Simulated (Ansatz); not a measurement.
Born–Oppenheimer molecular dynamics of a periodic cell of 17 atoms, Ga$_{9}$As$_{8}$ (host GaAs, host structure F-43m, interstitial Ga). It goes on from the last frame of an earlier run, with new velocities.

Method: Ansatz, DFT PBE, scalar-relativistic, plane waves, PAW. Settings: accuracy low, cutoff 420 eV, k mesh 2x2x2, fermi-dirac smearing 0.002 eV, no spin polarisation.

```json
{"ensemble": "NVE (velocity Verlet)", "time step": "3 fs", "steps asked": "180", "starting velocities drawn for": "840 K", "seed": "700190"}
```

Frames 15 fs apart, positions in Å, forces in eV/Å.

Velocities at 210.0 fs (Å/ps):

```
Ga -4.20 -0.15 3.63
As 3.21 3.30 0.69
Ga -1.10 3.35 -2.02
As -6.24 -5.78 -0.93
Ga 3.18 -1.22 -2.21
As 0.36 -2.29 2.13
Ga -0.26 5.50 3.65
As 1.50 0.83 -1.43
Ga -2.21 -2.01 -0.53
As 1.96 1.40 -1.03
Ga 3.74 -1.07 -1.10
As -2.02 4.84 -2.79
Ga -0.19 -0.53 4.69
As -1.21 -2.83 -2.56
Ga -0.68 1.56 3.18
As 0.31 -1.33 -0.95
Ga 4.01 -3.43 -1.91
```

```xyz
17
Lattice="0.0000 5.7502 5.7502 5.7502 0.0000 5.7502 5.7502 5.7502 0.0000" Properties=species:S:1:pos:R:3:forces:R:3 time_fs=210.0 energy_less_start_eV=0.354 T=669
Ga 0.297 0.028 0.139 -0.41 -0.85 -0.01
As 1.764 1.543 1.307 -0.15 0.67 0.47
Ga 2.942 2.893 -0.388 0.36 1.16 0.16
As 4.253 4.524 1.270 -0.21 -0.94 0.32
Ga 2.569 -0.079 2.865 1.04 0.25 0.11
As 4.130 1.014 4.647 -1.14 0.15 -0.86
Ga 4.977 2.286 2.475 -0.22 0.65 0.23
As 6.942 4.300 4.168 -0.25 -0.23 0.47
Ga 0.355 3.175 2.625 0.35 -1.19 1.40
As 1.584 4.353 4.429 1.13 -0.26 -0.03
Ga 3.046 5.913 2.992 0.22 -1.12 0.46
As 4.622 7.296 4.234 0.34 0.32 -0.34
Ga 2.905 2.903 6.200 -1.15 -0.37 -0.97
As 4.362 4.408 7.403 -0.66 0.74 -0.29
Ga 5.732 5.875 5.961 0.50 -0.08 -0.82
As 7.177 7.134 7.508 -0.16 0.65 -0.63
Ga 5.542 2.767 5.423 0.39 0.45 0.33
17
Lattice="0.0000 5.7502 5.7502 5.7502 0.0000 5.7502 5.7502 5.7502 0.0000" Properties=species:S:1:pos:R:3:forces:R:3 time_fs=225.0 energy_less_start_eV=0.144 T=770
Ga 0.231 0.012 0.194 0.33 -0.96 -0.05
As 1.808 1.599 1.323 -0.51 -0.03 0.24
Ga 2.930 2.960 -0.417 0.20 0.72 0.04
As 4.160 4.427 1.261 0.45 -0.18 0.34
Ga 2.632 -0.093 2.833 0.68 0.36 0.14
As 4.118 0.983 4.667 -1.14 0.50 -0.78
Ga 4.971 2.376 2.533 0.16 0.08 0.23
As 6.959 4.310 4.153 -0.49 0.12 0.29
Ga 0.328 3.128 2.640 0.38 -0.67 1.41
As 1.628 4.371 4.414 0.63 -0.23 0.33
Ga 3.103 5.880 2.982 -0.28 -0.77 0.36
As 4.598 7.371 4.189 0.56 -0.18 0.04
Ga 2.884 2.889 6.252 -1.12 -0.44 -1.59
As 4.337 4.377 7.362 0.09 0.81 -0.09
Ga 5.728 5.897 5.993 0.21 -0.08 -1.31
As 7.179 7.123 7.487 -0.28 0.55 0.00
Ga 5.607 2.723 5.399 0.13 0.42 0.38
17
Lattice="0.0000 5.7502 5.7502 5.7502 0.0000 5.7502 5.7502 5.7502 0.0000" Properties=species:S:1:pos:R:3:forces:R:3 time_fs=240.0 energy_less_start_eV=0.073 T=805
Ga 0.175 -0.034 0.246 0.67 -0.78 -0.13
As 1.838 1.655 1.346 -0.67 -0.52 -0.04
Ga 2.925 3.048 -0.444 0.02 0.00 -0.15
As 4.079 4.324 1.262 0.93 0.68 0.44
Ga 2.715 -0.096 2.807 0.07 0.43 0.25
As 4.075 0.967 4.664 -0.67 0.80 -0.46
Ga 4.971 2.469 2.599 0.52 -0.45 0.41
As 6.963 4.324 4.146 -0.56 0.60 -0.19
Ga 0.313 3.061 2.697 0.37 0.17 0.90
As 1.689 4.381 4.410 -0.02 -0.38 0.55
Ga 3.152 5.824 2.984 -0.52 -0.16 0.18
As 4.589 7.441 4.145 0.23 -0.74 0.44
Ga 2.829 2.862 6.255 -0.57 -0.17 -1.84
As 4.315 4.369 7.317 0.78 0.34 -0.02
Ga 5.731 5.916 5.985 0.04 -0.15 -1.47
As 7.173 7.128 7.467 -0.40 0.20 0.64
Ga 5.676 2.691 5.388 -0.23 0.11 0.49
17
Lattice="0.0000 5.7502 5.7502 5.7502 0.0000 5.7502 5.7502 5.7502 0.0000" Properties=species:S:1:pos:R:3:forces:R:3 time_fs=255.0 energy_less_start_eV=0.169 T=759
Ga 0.139 -0.104 0.295 0.61 -0.34 -0.34
As 1.849 1.696 1.369 -0.62 -0.79 -0.22
Ga 2.920 3.137 -0.476 -0.09 -0.56 -0.38
As 4.024 4.241 1.275 1.18 1.26 0.47
Ga 2.800 -0.085 2.787 -0.45 0.38 0.23
As 4.012 0.973 4.649 -0.05 0.80 0.13
Ga 4.987 2.548 2.678 0.82 -0.83 0.51
As 6.951 4.355 4.133 -0.56 0.90 -0.58
Ga 0.311 3.000 2.781 0.64 1.06 0.07
As 1.750 4.380 4.420 -0.66 -0.53 0.58
Ga 3.185 5.764 2.991 -0.61 0.51 -0.05
As 4.586 7.489 4.114 -0.43 -1.33 1.00
Ga 2.757 2.830 6.202 0.16 0.25 -1.56
As 4.314 4.369 7.272 1.05 -0.36 -0.20
Ga 5.736 5.931 5.932 0.03 -0.11 -1.15
As 7.155 7.138 7.464 -0.55 -0.18 0.87
Ga 5.738 2.663 5.392 -0.48 -0.12 0.60
17
Lattice="0.0000 5.7502 5.7502 5.7502 0.0000 5.7502 5.7502 5.7502 0.0000" Properties=species:S:1:pos:R:3:forces:R:3 time_fs=270.0 energy_less_start_eV=0.119 T=783
Ga 0.122 -0.184 0.333 0.57 0.10 -0.38
As 1.842 1.715 1.385 -0.49 -0.69 -0.40
Ga 2.913 3.210 -0.519 -0.09 -0.69 -0.26
As 4.003 4.192 1.302 1.08 1.00 0.41
Ga 2.873 -0.063 2.774 -0.61 0.14 -0.08
As 3.948 1.002 4.637 0.46 0.65 0.47
Ga 5.027 2.602 2.772 0.81 -0.82 0.37
As 6.924 4.411 4.105 -0.41 0.70 -0.67
Ga 0.328 2.970 2.868 0.84 1.45 -0.57
As 1.792 4.365 4.447 -1.16 -0.28 0.22
Ga 3.199 5.719 2.997 -0.66 0.88 -0.15
As 4.571 7.500 4.112 -0.86 -1.48 1.16
Ga 2.689 2.804 6.102 0.58 0.16 -0.62
As 4.342 4.361 7.221 0.86 -0.73 -0.29
Ga 5.742 5.943 5.845 0.07 -0.01 -0.45
As 7.121 7.144 7.485 -0.49 -0.26 0.58
Ga 5.786 2.632 5.414 -0.50 -0.12 0.64
17
Lattice="0.0000 5.7502 5.7502 5.7502 0.0000 5.7502 5.7502 5.7502 0.0000" Properties=species:S:1:pos:R:3:forces:R:3 time_fs=285.0 energy_less_start_eV=-0.038 T=859
Ga 0.123 -0.261 0.360 0.66 0.49 -0.19
As 1.821 1.714 1.389 -0.36 -0.58 -0.44
Ga 2.903 3.261 -0.570 -0.13 -0.56 0.18
As 4.012 4.171 1.341 0.68 0.27 0.16
Ga 2.927 -0.037 2.759 -0.53 -0.22 -0.42
As 3.896 1.050 4.636 0.76 0.20 0.14
Ga 5.092 2.631 2.877 0.62 -0.46 0.08
As 6.885 4.486 4.056 -0.03 0.23 -0.74
Ga 0.369 2.983 2.939 0.30 0.98 -0.71
As 1.801 4.343 4.479 -1.41 0.52 -0.44
Ga 3.193 5.700 2.998 -0.75 0.92 -0.10
As 4.532 7.469 4.141 -0.54 -0.83 0.57
Ga 2.638 2.783 5.984 0.74 -0.34 0.85
As 4.395 4.332 7.163 0.44 -0.61 -0.08
Ga 5.749 5.955 5.744 0.02 0.03 0.50
As 7.074 7.143 7.522 -0.19 -0.18 -0.07
Ga 5.819 2.597 5.457 -0.30 0.13 0.71
17
Lattice="0.0000 5.7502 5.7502 5.7502 0.0000 5.7502 5.7502 5.7502 0.0000" Properties=species:S:1:pos:R:3:forces:R:3 time_fs=300.0 energy_less_start_eV=0.053 T=815
Ga 0.144 -0.323 0.380 0.49 0.77 0.02
As 1.790 1.697 1.382 -0.14 -0.49 -0.31
Ga 2.889 3.296 -0.615 -0.04 -0.17 0.47
As 4.041 4.160 1.384 0.27 -0.15 0.08
Ga 2.965 -0.017 2.730 -0.28 -0.40 -0.51
As 3.866 1.102 4.640 0.97 -0.44 -0.20
Ga 5.175 2.646 2.984 0.31 -0.05 -0.32
As 6.845 4.568 3.988 0.23 -0.40 -0.59
Ga 0.418 3.026 2.987 -0.61 0.04 -0.80
As 1.770 4.337 4.500 -1.20 1.26 -0.64
Ga 3.163 5.710 2.996 -0.67 0.75 -0.26
As 4.479 7.415 4.186 -0.07 0.06 -0.13
Ga 2.610 2.751 5.892 0.61 -0.64 1.88
As 4.461 4.286 7.101 0.08 -0.30 0.12
Ga 5.758 5.967 5.659 0.03 -0.04 1.25
As 7.022 7.136 7.558 0.25 -0.13 -0.55
Ga 5.842 2.567 5.520 -0.24 0.34 0.49
17
Lattice="0.0000 5.7502 5.7502 5.7502 0.0000 5.7502 5.7502 5.7502 0.0000" Properties=species:S:1:pos:R:3:forces:R:3 time_fs=315.0 energy_less_start_eV=0.267 T=712
Ga 0.180 -0.361 0.402 0.09 0.86 0.27
As 1.756 1.665 1.366 0.13 -0.42 0.01
Ga 2.873 3.325 -0.646 -0.03 0.07 0.64
As 4.079 4.144 1.430 -0.01 -0.19 -0.05
Ga 2.994 -0.010 2.687 -0.05 -0.49 -0.33
As 3.864 1.142 4.638 1.16 -1.07 -0.54
Ga 5.268 2.659 3.081 -0.07 0.21 -0.53
As 6.813 4.639 3.902 0.60 -0.62 -0.31
Ga 0.450 3.070 3.010 -1.27 -0.77 -1.00
As 1.707 4.364 4.504 -0.39 1.09 -0.12
Ga 3.113 5.742 2.986 -0.56 0.40 -0.43
As 4.423 7.363 4.229 0.20 0.80 -0.57
Ga 2.600 2.702 5.855 0.06 -0.01 1.87
As 4.529 4.231 7.044 -0.25 0.06 0.40
Ga 5.767 5.977 5.612 0.09 -0.19 1.55
As 6.977 7.125 7.578 0.57 -0.14 -0.83
Ga 5.857 2.546 5.598 -0.28 0.41 -0.02
17
Lattice="0.0000 5.7502 5.7502 5.7502 0.0000 5.7502 5.7502 5.7502 0.0000" Properties=species:S:1:pos:R:3:forces:R:3 time_fs=330.0 energy_less_start_eV=0.407 T=644
Ga 0.218 -0.373 0.431 -0.43 0.79 0.52
As 1.726 1.622 1.351 0.41 -0.34 0.31
Ga 2.857 3.356 -0.657 0.05 0.18 0.66
As 4.116 4.124 1.475 -0.21 0.02 -0.11
Ga 3.022 -0.018 2.633 0.18 -0.52 -0.09
As 3.895 1.152 4.622 1.06 -1.10 -0.53
Ga 5.359 2.677 3.163 -0.38 0.26 -0.66
As 6.797 4.693 3.808 0.73 -0.50 0.19
Ga 0.443 3.092 3.003 -1.33 -1.11 -0.81
As 1.631 4.421 4.504 0.39 0.29 0.21
Ga 3.045 5.786 2.962 -0.24 -0.03 -0.45
As 4.372 7.333 4.255 0.35 1.02 -0.64
Ga 2.592 2.653 5.875 -0.29 0.67 1.15
As 4.590 4.179 6.998 -0.72 0.43 0.67
Ga 5.779 5.982 5.611 0.07 -0.28 1.12
As 6.947 7.111 7.574 0.66 -0.05 -0.83
Ga 5.863 2.538 5.676 -0.30 0.27 -0.69
17
Lattice="0.0000 5.7502 5.7502 5.7502 0.0000 5.7502 5.7502 5.7502 0.0000" Properties=species:S:1:pos:R:3:forces:R:3 time_fs=345.0 energy_less_start_eV=0.485 T=606
Ga 0.244 -0.362 0.476 -0.79 0.51 0.72
As 1.707 1.570 1.344 0.59 -0.11 0.45
Ga 2.842 3.392 -0.647 0.06 0.13 0.70
As 4.148 4.104 1.516 -0.36 0.27 -0.29
Ga 3.056 -0.042 2.577 0.37 -0.47 0.09
As 3.956 1.132 4.590 0.44 -0.78 -0.19
Ga 5.439 2.703 3.223 -0.53 0.06 -0.83
As 6.803 4.734 3.720 0.74 -0.21 0.68
Ga 0.396 3.080 2.973 -0.97 -0.87 -0.08
As 1.567 4.486 4.508 0.68 -0.69 -0.04
Ga 2.971 5.829 2.926 0.26 -0.42 -0.19
As 4.332 7.332 4.264 0.48 0.96 -0.52
Ga 2.577 2.623 5.930 0.01 0.93 0.17
As 4.630 4.138 6.971 -1.01 0.74 0.67
Ga 5.792 5.978 5.644 -0.19 -0.31 0.35
As 6.936 7.095 7.547 0.36 0.15 -0.59
Ga 5.860 2.538 5.732 -0.15 0.11 -1.09
17
Lattice="0.0000 5.7502 5.7502 5.7502 0.0000 5.7502 5.7502 5.7502 0.0000" Properties=species:S:1:pos:R:3:forces:R:3 time_fs=360.0 energy_less_start_eV=0.609 T=546
Ga 0.244 -0.334 0.542 -0.95 0.21 0.30
As 1.705 1.514 1.351 0.44 0.28 0.57
Ga 2.829 3.432 -0.617 0.08 0.14 0.52
As 4.170 4.092 1.550 -0.42 0.46 -0.20
Ga 3.101 -0.080 2.523 0.59 -0.33 0.36
As 4.030 1.089 4.553 0.01 -0.36 0.14
Ga 5.502 2.731 3.257 -0.61 -0.19 -0.97
As 6.829 4.767 3.651 0.57 -0.09 1.03
Ga 0.319 3.042 2.940 -0.44 -0.59 0.65
As 1.521 4.533 4.511 0.61 -1.21 -0.19
Ga 2.904 5.860 2.884 0.79 -0.68 0.24
As 4.306 7.357 4.257 0.49 0.51 -0.39
Ga 2.562 2.622 5.991 0.52 0.93 -0.78
As 4.641 4.120 6.963 -1.32 1.00 0.65
Ga 5.800 5.965 5.688 -0.48 -0.28 -0.54
As 6.935 7.083 7.504 -0.06 0.42 -0.06
Ga 5.852 2.541 5.754 0.18 -0.22 -1.33
17
Lattice="0.0000 5.7502 5.7502 5.7502 0.0000 5.7502 5.7502 5.7502 0.0000" Properties=species:S:1:pos:R:3:forces:R:3 time_fs=375.0 energy_less_start_eV=0.673 T=515
Ga 0.216 -0.300 0.617 -0.67 -0.10 -0.34
As 1.715 1.466 1.374 0.17 0.78 0.50
Ga 2.818 3.476 -0.570 0.07 0.02 0.35
As 4.179 4.093 1.577 -0.58 0.47 -0.16
Ga 3.164 -0.128 2.481 0.38 0.15 0.71
As 4.105 1.035 4.520 -0.36 -0.11 0.36
Ga 5.546 2.752 3.262 -0.57 -0.32 -0.97
As 6.872 4.798 3.611 0.45 -0.10 1.19
Ga 0.228 2.986 2.925 0.24 -0.27 0.91
As 1.492 4.546 4.510 0.25 -1.31 -0.06
Ga 2.862 5.870 2.850 1.03 -0.76 0.67
As 4.293 7.398 4.239 0.18 0.03 -0.15
Ga 2.563 2.650 6.028 0.79 0.87 -1.40
As 4.615 4.128 6.973 -0.96 0.51 0.22
Ga 5.792 5.943 5.716 -0.62 -0.14 -1.13
As 6.933 7.084 7.459 -0.22 0.57 0.28
Ga 5.850 2.538 5.737 0.44 -0.31 -0.97
```

Of the whole run (540 fs, mean temperature of the second half 691 K): The conserved energy stayed within 0.14 meV per atom of its start (net change 0.014 meV per atom), so the integration is sound. A run of 0.54 ps of so small a system gives no equilibrium averages. The smearing is very narrow for this mesh. Limits of this set-up: coarse k mesh, odd electron count without spin, low accuracy level.

Run time: 28 min on 2 threads of Intel(R) Xeon(R) 6975P-C (Granite Rapids) (shared host), peak memory 1.4 GiB.
